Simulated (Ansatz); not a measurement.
# CH2FNOSi (SMILES O=C=N[SiH2]F) at HSE06/cc-pVDZ

What is the energy change on altering one bond length of CH2FNOSi at HSE06/cc-pVDZ? 

The calculation is run with Ansatz 0.2.0.

153 further runs of the same task are left out: 153 set aside as unsound or not needed.

## 1. The system as given

The species is CH2FNOSi (7 atoms), meant as a singlet with charge 0. SMILES: `O=C=N[SiH2]F`. Geometry: relaxed at PBE0-D4/def2-TZVP. This is one conformer, not always the lowest.

Bond lengths: O1–C2 1.162 Å, C2–N3 1.195 Å, N3–Si4 1.694 Å, Si4–F5 1.591 Å, Si4–H6 1.475 Å, Si4–H7 1.475 Å. Angles: O1–C2–N3 178.4°, C2–N3–Si4 166.0°, N3–Si4–F5 109.2°, N3–Si4–H6 109.0°, N3–Si4–H7 109.0°, F5–Si4–H6 108.2°, F5–Si4–H7 108.2°, H6–Si4–H7 113.2°.

## 2. The energy at HSE06/cc-pVDZ

File in.yaml:

```yaml
basis:
  gaussian: {orbitals: cc-pVDZ}
crystal:
  periodic: [false, false, false]
  atoms:
    - {symbol: O, position_ang: [-0.573800, -2.908000, -0.552000]}
    - {symbol: C, position_ang: [-0.306900, -1.816900, -0.256100]}
    - {symbol: "N", position_ang: [-0.019000, -0.706200, 0.076100]}
    - {symbol: Si, position_ang: [0.212100, 0.968300, 0.188900]}
    - {symbol: F, position_ang: [-0.420200, 1.671000, -1.091000]}
    - {symbol: H, position_ang: [-0.490300, 1.470300, 1.384800]}
    - {symbol: H, position_ang: [1.659300, 1.253600, 0.203700]}
hamiltonian: {xc: {name: HSE06}}
output: {orbitals: {seedname: orbitals}}
accuracy: high
magnetization: {spin_polarized: false, initial_magnetization: 0}
```

On the command line:

```bash
ansatz run in.yaml --threads 1 --pin off --max-ram 3480MiB --events-out events.jsonl --progress --plain --runs-dir runs
```

The program printed:

```text
Warning: RAYON_NUM_THREADS=1 ignored (pool sized by the plan → 1); use --threads N
Functional definition: HSE06
  name "HSE06"
  parameter a = 0.25
  parameter omega = 0.11/bohr
  exchange = pbe_x - a*pbe_x_sr(omega) + a*exact_x_sr(omega)
  correlation = pbe_c
1809 factors; integrals over basis functions are off by at most 3.6e-9 eV
91 factors; integrals over basis functions are off by at most 1.6e-9 eV
mean field evaluation 1: about -15187.0834 eV, gradient 5.3e1 eV
mean field evaluation 2: about -15182.6343 eV, gradient 7.2e1 eV
mean field evaluation 4: about -15191.8232 eV, gradient 2.5e0 eV
mean field evaluation 8: about -15192.0522 eV, gradient 8.9e-1 eV
mean field evaluation 16: about -15192.0538 eV, gradient 9.7e-5 eV
mean field -15192.05381678 eV, -558.2976802229 hartree, gradient 8.8e-8 eV, S^2 0.000000; 0 other end points of the search recorded, 0 dependent functions left out
reference -15192.05381971 eV, -558.2976803304 hartree; 23, 23 occupied and 61, 61 virtual orbitals, 1809 factors
Total energy: -15192.05381971 eV, -558.2976803304 hartree
```

Wall time 7.5 s (1 thread of Arm Neoverse V1, shared host); peak memory 0.27 GiB.

## 3. The distorted shape, same level

File molecule.yaml:

```yaml
crystal:
  periodic: [false, false, false]
  atoms:
    - {symbol: O, position_ang: [-0.707253, -3.453564, -0.699954]}
    - {symbol: C, position_ang: [-0.306900, -1.816900, -0.256100]}
    - {symbol: N, position_ang: [-0.019000, -0.706200, 0.076100]}
    - {symbol: Si, position_ang: [0.212100, 0.968300, 0.188900]}
    - {symbol: F, position_ang: [-0.420200, 1.671000, -1.091000]}
    - {symbol: H, position_ang: [-0.490300, 1.470300, 1.384800]}
    - {symbol: H, position_ang: [1.659300, 1.253600, 0.203700]}
basis:
  gaussian: {orbitals: cc-pVDZ}
hamiltonian: {xc: hse06}
output: {orbitals: {seedname: orbitals}}
accuracy: high
```

On the command line:

```bash
ansatz run molecule.yaml --threads 1 --pin off --max-ram 3480MiB --events-out events.jsonl --progress --plain --runs-dir runs
```

The program printed:

```text
Warning: RAYON_NUM_THREADS=1 ignored (pool sized by the plan → 1); use --threads N
Functional definition: HSE06
  name "HSE06"
  parameter a = 0.25
  parameter omega = 0.11/bohr
  exchange = pbe_x - a*pbe_x_sr(omega) + a*exact_x_sr(omega)
  correlation = pbe_c
1807 factors; integrals over basis functions are off by at most 3.6e-9 eV
95 factors; integrals over basis functions are off by at most 1.5e-9 eV
mean field evaluation 1: about -15180.9501 eV, gradient 5.6e1 eV
mean field evaluation 2: about -15102.7747 eV, gradient 1.8e2 eV
mean field evaluation 4: about -15186.3399 eV, gradient 1.3e1 eV
mean field evaluation 8: about -15186.6864 eV, gradient 8.3e-1 eV
mean field evaluation 16: about -15186.8497 eV, gradient 3.1e-4 eV
mean field -15186.84965065 eV, -558.1064306449 hartree, gradient 7.2e-9 eV, S^2 0.000000; 0 other end points of the search recorded, 0 dependent functions left out
reference -15186.84965362 eV, -558.1064307541 hartree; 23, 23 occupied and 61, 61 virtual orbitals, 1807 factors
Total energy: -15186.84965362 eV, -558.1064307541 hartree
```

Run time: 7.8 s. Hardware: 1 thread of Arm Neoverse V1, shared host; peak memory 0.27 GiB.

## 4. Summary of results

At HSE06/cc-pVDZ:

| quantity | value |
| --- | --- |
| first shape: total energy | -558.29768 Eh |
| first shape: HOMO energy | -8.31 eV |
| first shape: LUMO energy | -0.33 eV |
| first shape: HOMO–LUMO gap | 7.98 eV |
| distorted shape: total energy | -558.10643 Eh |
| distorted shape: HOMO energy | -7.31 eV |
| distorted shape: LUMO energy | -2.16 eV |
| distorted shape: HOMO–LUMO gap | 5.15 eV |
| energy change with the O1–C2 bond stretched from 1.162 to 1.742 Å | 5.204 eV |

**Reading.** With the O1–C2 bond stretched from 1.162 to 1.742 Å the energy rises by 5.20 eV (502 kJ/mol). The first shape isn't relaxed at this level, so the change isn't measured from a minimum.
